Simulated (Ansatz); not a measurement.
Predict the output of the script below (Ansatz 0.2.0 through its Python package).

`ch4ssesi_methods.py`:
```python
from pathlib import Path

import ansatz as az
from ase import Atoms
import numpy as np


def main() -> None:
    atoms = Atoms(['Si', 'C', 'S', 'Se', 'H', 'H', 'H', 'H'], positions=[
        (0.1457, 0.9749, -0.1487),
        (-0.3494, -0.7698, -0.2321),
        (-0.8615, -1.6285, 1.2455),
        (-0.0577, -1.1541, -2.0117),
        (-0.8102, 1.7762, -1.0453),
        (-0.0227, 1.5214, 1.2211),
        (1.5084, 1.2004, -0.6189),
        (0.5396, -1.9774, 1.5343),
    ])
    molecule = az.Crystal.molecule_from_ase(atoms)

    base = (
        molecule.calculation()
        .basis(gaussian='def2-SVP')
        .scf(lower_state_search='off')
    )

    print('functional    E (Ha)        dipole (D)   HOMO (eV)  LUMO (eV)')
    for name in ['r2scan', 'pbe', 'b3lyp', 'blyp']:
        r = base.functional(name).forces().orbitals().run(threads=1, backend='cpu', runs_dir='runs').report
        lines = Path(r['orbitals_path']).read_text().splitlines()
        field_of = lambda key: [line.split('=')[1].strip() for line in lines if line.startswith(key)]
        orbitals = [(27.211386 * float(e), s, float(n)) for e, s, n in zip(field_of('Ene='), field_of('Spin='), field_of('Occup='))]
        homo = max(e for e, _, n in orbitals if n > 0.5)
        lumo = min(e for e, _, n in orbitals if n < 0.5)
        dipole = 4.803205 * np.linalg.norm(r['charge_distribution']['dipole_moment_e_ang'])
        print(f'{name:10s} {r["free_energy_ev"] / 27.211386246:14.6f} {dipole:9.3f} {homo:11.3f} {lumo:10.3f}')


if __name__ == '__main__':
    main()
```

```console
$ python ch4ssesi_methods.py
functional    E (Ha)        dipole (D)   HOMO (eV)  LUMO (eV)
r2scan       -3129.051848     1.352      -5.664     -4.493
pbe          -3128.400429     1.257      -5.371     -4.425
b3lyp        -3129.204631     1.266      -6.254     -3.775
blyp         -3129.142085     1.210      -5.140     -4.189
```

The settings weren't tested for convergence. The geometry is a force-field or estimated start, not a minimum of this method, and the basis set is short of its limit. A lower total doesn't mark the better method: functionals have no common bound, and MP2 and coupled cluster aren't variational. b3lyp holds the VWN-RPA fit, as in Gaussian; the form of ORCA and Turbomole is b3lyp5. Levels such as HOMO and LUMO are orbital energies: with these approximate functionals they aren't the ionisation energy and electron affinity, and their gap isn't the fundamental gap. The whole script took 13 s on 1 thread of Arm Neoverse V2 (shared host), peak memory 0.26 GiB.

(Lines on the test bed's own set-up are left out of the output.)
